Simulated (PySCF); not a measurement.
**CsI: changing the method**

Starting from one script, swap the method and compare what comes out for CsI.

Program: PySCF 2.14.0. Level of theory: each script names its method and basis. These are calculated values, not measurements.

3 further runs of the same task are left out: 3 that didn't finish.

## 1. Starting geometry

CsI: 2 atoms, charge 0, spin multiplicity 1.

Bond lengths: Cs1–I2 3.269 Å.

## 2. The run that the others are compared with

Contents of input.py:

```python
from pyscf import gto, scf
from pyscf.hessian import thermo

mol = gto.M(
    atom='Cs 0 0 0; I 0 0 3.269',
    basis='lanl2dz',
    ecp={'Cs': 'lanl2dz', 'I': 'lanl2dz'},
    charge=0,
    spin=0,
    verbose=4,
)
mf = scf.RHF(mol)
mf.kernel()
hess = mf.Hessian().kernel()
print('wavenumber (cm^-1) =', thermo.harmonic_analysis(mol, hess)['freq_wavenumber'].round(1))
mf.dip_moment()
print('orbital energies (hartree):', mf.mo_energy[..., max(0, mol.nelec[1]-3):mol.nelec[0]+3].round(4))
```

On the command line:

```sh
> OMP_NUM_THREADS=1 python input.py
```

## 3. B3pw91 (RKS)

Edit 1 changes functional: none (Hartree–Fock) → b3pw91; SCF type: RHF → RKS; step after the SCF: frequency → analyze.

Contents of input.py:

```python
from pyscf import gto, dft

mol = gto.M(
    atom='Cs 0 0 0; I 0 0 3.269',
    basis='lanl2dz',
    ecp={'Cs': 'lanl2dz', 'I': 'lanl2dz'},
    charge=0,
    spin=0,
    verbose=4,
)
mf = dft.RKS(mol, xc='b3pw91')
mf.kernel()
mf.mulliken_pop()
mf.dip_moment()
print('orbital energies (hartree):', mf.mo_energy[..., max(0, mol.nelec[1]-3):mol.nelec[0]+3].round(4))
```

## 4. Lc_wpbe (RKS)

Edit 2 changes functional: none (Hartree–Fock) → lc_wpbe; SCF type: RHF → RKS; step after the SCF: frequency → analyze.

Contents of input.py:

```python
from pyscf import gto, dft

mol = gto.M(
    atom='Cs 0 0 0; I 0 0 3.269',
    basis='lanl2dz',
    ecp={'Cs': 'lanl2dz', 'I': 'lanl2dz'},
    charge=0,
    spin=0,
    verbose=4,
)
mf = dft.RKS(mol, xc='lc_wpbe')
mf.kernel()
mf.mulliken_pop()
mf.dip_moment()
print('orbital energies (hartree):', mf.mo_energy[..., max(0, mol.nelec[1]-3):mol.nelec[0]+3].round(4))
```

## 5. Population analysis

Edit 3 changes step after the SCF: frequency → analyze.

input.py, as its differences from that of step 2:

```diff
@@ -1,3 +1,2 @@
 from pyscf import gto, scf
-from pyscf.hessian import thermo
 
@@ -13,4 +12,3 @@
 mf.kernel()
-hess = mf.Hessian().kernel()
-print('wavenumber (cm^-1) =', thermo.harmonic_analysis(mol, hess)['freq_wavenumber'].round(1))
+mf.mulliken_pop()
 mf.dip_moment()
```

## 6. Gradient

Edit 4 changes step after the SCF: frequency → gradient.

input.py, as its differences from that of step 2:

```diff
@@ -1,3 +1,2 @@
 from pyscf import gto, scf
-from pyscf.hessian import thermo
 
@@ -13,4 +12,3 @@
 mf.kernel()
-hess = mf.Hessian().kernel()
-print('wavenumber (cm^-1) =', thermo.harmonic_analysis(mol, hess)['freq_wavenumber'].round(1))
+mf.nuc_grad_method().kernel()
 mf.dip_moment()
```

Before running it: what results should come out? Wanted: for each run, E(SCF); from base; gap; SCF dipole; after the SCF.

As calculated:

```
                run  E(SCF) (hartree)  from base (eV)  cycles  gap (eV)  SCF dipole (D)          after the SCF
               base        -30.842508               0       8      6.74           14.74  highest mode 174 cm⁻¹
       b3pw91 (RKS)        -31.392044  not comparable       6      3.13           14.05                    n/a
      lc_wpbe (RKS)        -31.386638  not comparable       8      6.82           14.76                    n/a
population analysis        -30.842508          0.0000       8      6.74           14.74                    n/a
           gradient        -30.842508          0.0000       8      6.74           14.74                    n/a
```

A lower total energy from another functional means nothing by itself.
